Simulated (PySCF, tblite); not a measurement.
**C₄H₆ClNSi+ (doublet): geometry, infrared bands and EPR parameters**

What infrared bands and EPR parameters should C₄H₆ClNSi+ (doublet) (`C[C+]([CH]Cl)[SiH2]C#N`) show?

Programs: tblite 0.8.0 and PySCF 2.14.0, with density-fitted response routines of our own. Each step states its level of theory. These are calculated values for one molecule in the gas phase, unless marked as measured. Atoms are numbered from 0 throughout.

## 1. The starting structure

13 atoms, charge 1, multiplicity 2; geometry from: force field or distance geometry start.

Bonds of the start (Å): C0–C1 1.49, C1–C2 1.43, C2–Cl3 1.72, C1–Si4 1.84, Si4–C5 1.87, C5–N6 1.17, C0–H7 1.10, C0–H8 1.10, C0–H9 1.08, C2–H10 1.08, Si4–H11 1.49, Si4–H12 1.49.

## 2. Geometry optimisation with GFN2-xTB

The job: settings as JSON, then the geometry in Å.

```
{"job": {"kind": "relax", "xc": "GFN2-xTB", "basis": "xTB"}, "charge": 1, "multiplicity": 2}
C     -0.325100     1.511700     0.303000
C     -0.500900     0.059200     0.013200
C     -1.657700    -0.671200     0.432200
Cl    -2.966600     0.074300     1.256500
Si     0.837800    -0.859000    -0.848000
C      2.475100    -0.804100     0.056300
N      3.494300    -0.761700     0.622300
H     -0.327400     1.705900     1.387700
H     -1.146800     2.084700    -0.144900
H      0.596900     1.921000    -0.091400
H     -1.844100    -1.723700     0.250600
H      0.971300    -0.273400    -2.213400
H      0.388800    -2.263300    -1.042000
```

Command:

```
> OMP_NUM_THREADS=1 python probes_run.py task.json out
```

This one command runs all jobs of the session in turn.

**Question.** This job is followed by: GFN2-xTB harmonic vibrations, gas phase; UKS B3LYP, pcH-1 on C Cl H N Si, non-relativistic, mean-field spin-orbit, GIAO. Predict these results of the whole session: strongest single infrared mode (GFN2-xTB); zero-point energy (GFN2-xTB); g(iso) (B3LYP); ⟨S²⟩; largest a(iso) (averaged by class).

**Answer**, as computed:

```
                                 quantity                       value
strongest single infrared mode (GFN2-xTB)       2358 cm⁻¹, 260 km/mol
             zero-point energy (GFN2-xTB)               51.5 kcal/mol
                           g(iso) (B3LYP)                     2.01158
                                     ⟨S²⟩          0.753 (exact 0.75)
       largest a(iso) (averaged by class)  1H on H7, H8, H9, 57.1 MHz
```

In words: Relaxing lowered the energy by 0.438 eV in 146 steps; the close pair that moved most is C1–Si4, from 1.838 to 1.926 Å. No mode is imaginary among the 33: a minimum at this level. The strongest single mode, at 2358 cm⁻¹, moves mainly C5 and N6. Unscaled tight-binding wavenumbers are off by several per cent, some by more. Its intensities can rank the bands wrongly. The largest spin populations lie on C1 (0.38 e), C2 (0.28 e). The isotropic g lies 9.3 ppt above the free-electron value. These values are for one conformer; the search (at its own cheap level) found 2 more, at 0.02, 0.38 kcal/mol (those within 0.05 may be mirror or relabelled copies), and measured spectra average over such forms.
